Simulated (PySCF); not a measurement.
# 1,1,2-trifluorobuta-1,3-diene (C₄H₃F₃): geometry, NMR shifts, spin-spin couplings and electronic excitations

What NMR shifts, spin-spin couplings and electronic excitations should 1,1,2-trifluorobuta-1,3-diene (C₄H₃F₃) (`C=CC(F)=C(F)F`) show?

Programs: PySCF 2.14.0, with density-fitted response routines of our own. Each step states its level of theory. These are calculated values for one molecule in the gas phase, unless marked as measured. Atoms are numbered from 0 throughout.

**1. The starting structure**

10 atoms, charge 0, multiplicity 1; geometry from: GFN2-xTB.

Bonds of the start (Å): C0–C1 1.33, C1–C2 1.45, C2–F3 1.35, C2–C4 1.34, C4–F5 1.32, C4–F6 1.33, C0–H7 1.07, C0–H8 1.08, C1–H9 1.08.

**2. Geometry optimisation at PBE0-D3(BJ)/def2-SVP**

Job settings and geometry (Å):

```
{"job": {"xc": "PBE0", "basis": "def2-SVP", "d3": "d3bj", "grid": 1, "kind": "geom"}, "charge": 0, "multiplicity": 1}
C      1.781718     0.504597     0.523491
C      0.639698    -0.158989     0.665273
C     -0.551943     0.148009    -0.098284
F     -0.477430     1.157159    -0.987091
C     -1.716460    -0.496989     0.017040
F     -2.820617    -0.239469    -0.664629
F     -1.905740    -1.506495     0.858812
H      2.650637     0.254801     1.104684
H      1.876984     1.315936    -0.178429
H      0.532036    -0.973905     1.365368
```

**Question.** This job is followed by: GIAO PBE0/pcSseg-1 NMR shielding, non-relativistic, gas phase; B3LYP/pcJ-1 indirect spin-spin coupling, non-relativistic, gas phase; TDDFT CAM-B3LYP/def2-SVPD, vertical, gas phase, core orbitals frozen in the response; GIAO PBE/pcSseg-2 NMR shielding, non-relativistic, gas phase. Predict these results of the whole session: point group; rotational constants (main isotopes); 13C shifts against TMS (PBE0/pcSseg-1); 1H shifts against TMS (PBE0/pcSseg-1); 19F shifts against CFCl3 (PBE0/pcSseg-1); largest coupling of the table (B3LYP/pcJ-1); lowest singlet (CAM-B3LYP/def2-SVPD); lowest triplet; vertical ionisation energy (ΔSCF); vertical electron affinity (ΔSCF); range of the shift of F6.

**Answer**, as computed:

| quantity | value |
| --- | --- |
| point group | Cs |
| rotational constants (main isotopes) | 4.92, 1.91, 1.38 GHz |
| 13C shifts against TMS (PBE0/pcSseg-1) | 161.9, 134.4, 129.3, 120.6 ppm |
| 1H shifts against TMS (PBE0/pcSseg-1) | 6.33, 5.78, 5.54 ppm |
| 19F shifts against CFCl3 (PBE0/pcSseg-1) | -103.0, -118.9, -197.3 ppm |
| largest coupling of the table (B3LYP/pcJ-1) | 1J(C,F) C4–F5, -375.3 Hz |
| lowest singlet (CAM-B3LYP/def2-SVPD) | 5.83 eV (213 nm), f = 0.654 |
| lowest triplet | 3.12 eV |
| vertical ionisation energy (ΔSCF) | 9.16 eV |
| vertical electron affinity (ΔSCF) | -0.75 eV (unbound: the value hangs on the basis) |
| range of the shift of F6 | -131.9 to -118.9 ppm |

Relaxing lowered the energy by 0.042 eV in 10 steps; the close pair that moved most is C4–F5, from 1.323 to 1.304 Å. H9 (hydrogen on an alkene CH) lies farthest downfield among hydrogen, at 6.33 ppm; a vinylic proton, deshielded by the sp2 carbon and the C=C anisotropy. In the run at B3LYP/pcJ-1, the largest coupling of the table is C4–F5, -375.3 Hz, of which the Fermi-contact term gives -335.1 Hz. Couplings across rotatable bonds belong to this one conformer; where others are populated, the observed values are averages. Density functionals describe couplings to fluorine poorly, F–F couplings above all, so those rows are rough. The first singlet state (HOMO→LUMO 0.97) lies at 5.83 eV and is bright. The lowest triplet lies 2.71 eV below the lowest singlet (triplets in Tamm-Dancoff, singlets in full TDDFT). At CAM-B3LYP/def2-SVPD, the highest states lie near or above the ionisation energy, where they hang on the basis. ΔSCF puts the ionisation energy at 9.16 eV, 0.93 eV above −ε(HOMO). Across the 2 runs the shift of F6 moves most, between -131.9 (PBE/pcSseg-2) and -118.9 ppm (PBE0/pcSseg-1).
